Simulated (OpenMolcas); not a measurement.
# Ni²⁺ among point charges: CASSCF and CASPT2 levels and susceptibility

How does a field of 4 point charges split the states of Ni²⁺, and what χT follows?

Program: OpenMolcas 26.06. Level of theory: state-averaged CASSCF and CASPT2, spin-orbit coupling by RASSI with atomic mean-field integrals. These are calculated values, not measurements, unless marked.

### Step 1. Starting point

* Species: Ni²⁺ (nickel, Z = 28, 26 electrons)
* Basis: ANO-RCC-VDZP [5s4p2d1f], 34 functions
* Scalar Hamiltonian: DKH2, point nucleus
* Inactive shells: 1s 2s 2p 3s 3p
* Active space: 8 electrons in 5 orbitals (3d)
* Some configurations of this space: 3d⁸
* Orbitals: optimised for each spin and parity, averaged over all roots

The outer shells:

3d8
```
3d [↑↓][↑↓][↑↓][↑ ][↑ ]
```

The ion sits among 4 point charges of -2 e arranged as a tetrahedron (Td), 1.96 Å from the ion.

Each step is its own input file, run in one work folder so that later steps find the files of earlier ones. Labels, J, g values, rates, χT and fits are worked out afterwards by a script from the matrices that RASSI stores.

### Step 2. One- and two-electron integrals

The input, a.inp:

```
&GATEWAY
Coord
1

Ni 0.0 0.0 0.0
Basis=ANO-RCC-VDZP
Group=NoSym
NoMove
AngMom=0.0 0.0 0.0
AMFI
XField
4 Angstrom 0
1.131607 1.131607 1.131607 -2.000000
1.131607 -1.131607 -1.131607 -2.000000
-1.131607 1.131607 -1.131607 -2.000000
-1.131607 -1.131607 1.131607 -2.000000
&SEWARD
```

### Step 3. CASSCF: triplets, 10 roots

The input, a.inp:

```
&RASSCF
FileOrb=start.orb
Symmetry=1
Spin=3
nActEl=8 0 0
Inactive=9
Ras2=5
CIRoot=10 10 1
SDav=10
CIMx=300
Iter=120 100
PrWF=0.3
OrbListing=Nothing
MaxOrb=0
>>> COPY $Project.JobIph JOB001
```

start.orb holds the contracted functions of the basis, ordered by shell, or the orbitals of the step before.

### Step 4. Reference wave functions, singlets, 15 roots

The input, a.inp:

```
&RASSCF
FileOrb=start.orb
Symmetry=1
Spin=1
nActEl=8 0 0
Inactive=9
Ras2=5
CIRoot=15 15 1
SDav=15
CIMx=300
Iter=120 100
PrWF=0.3
OrbListing=Nothing
MaxOrb=0
>>> COPY $Project.JobIph JOB002
```

### Step 5. State interaction with spin-orbit coupling

The input, a.inp:

```
&RASSI
NrOfJobIphs=2 10 15
1 2 3 4 5 6 7 8 9 10
1 2 3 4 5 6 7 8 9 10 11 12 13 14 15
IphNames
JOB001
JOB002
EJob
SpinOrbit
DIPRint=1.0
SOCoupling=1000.0
Subsets=2
Property=9
'ANGMOM' 1 'ANGMOM' 2 'ANGMOM' 3 'MLTPL  1' 1 'MLTPL  1' 2 'MLTPL  1' 3
'AMFI' 1 'AMFI' 2 'AMFI' 3
SOProperty=3
'ANGMOM' 1 'ANGMOM' 2 'ANGMOM' 3
```

### Step 6. CASPT2: IPEA 0.25, imaginary shift 0.1 (closed shells correlated: 3s 3p)

The input, a.inp:

```
>>> COPY JOB001 $Project.JobIph
&CASPT2
Multistate=10 1 2 3 4 5 6 7 8 9 10
NoMult
Frozen=5
IPEA=0.25
Imaginary=0.1
MaxIter=60
WThr=0.0 0.3 0.05
PrWF=0.5
NoMix
>>> COPY JOB002 $Project.JobIph
&CASPT2
Multistate=15 1 2 3 4 5 6 7 8 9 10 11 12 13 14 15
NoMult
Frozen=5
IPEA=0.25
Imaginary=0.1
MaxIter=60
WThr=0.0 0.3 0.05
PrWF=0.5
NoMix
```

(Steps that only read results are left out.)

**Question.** What will these runs give? Wanted: spin-free ground state; first state of the same spin within the active space; lowest level; next level.

As calculated:

| quantity | value |
| --- | --- |
| method | SS-CASPT2, IPEA 0.25, imaginary shift 0.1 (closed shells correlated: 3s 3p) |
| spin-free ground state | 3T1, 3-fold in its orbital part |
| first state of the same spin within the active space | 3T2 at 1060 cm⁻¹ |
| lowest level | 1-fold A1 |
| next level | 250.5 cm⁻¹ |
| χT at 300 K | 3.23 cm³ K/mol |
| effective moment at 300 K | 5.08 μB |

Cost by method:

```csv
method,time of its own steps,time with the reference
A. CASSCF,3.9 s,3.9 s
"B. SS-CASPT2, IPEA 0.25, imaginary shift 0.1, +3s 3p",1.7 s,5.6 s
```

Times are of one thread on a shared host.

What this shows: The spin-free ground state (3T1) comes to 100 % from free-ion F terms and keeps the highest spin of the shell. χT at 300 K is 3.23, against 1.00 cm³ K/mol for the spin alone, so orbital moment adds to it. A ligand-field fit to the states below 45000 cm-1 gives 10Dq = -2361 cm-1, B = 1142 cm-1 and C = 3975 cm-1 (C/B = 3.48), with a deviation of 722 cm-1. CASPT2 does not keep the components of a term degenerate, and the means are used. The field of point charges can differ much from that of real complexes. Point charges carry no covalency, so the field is a model and not that of real ligands.
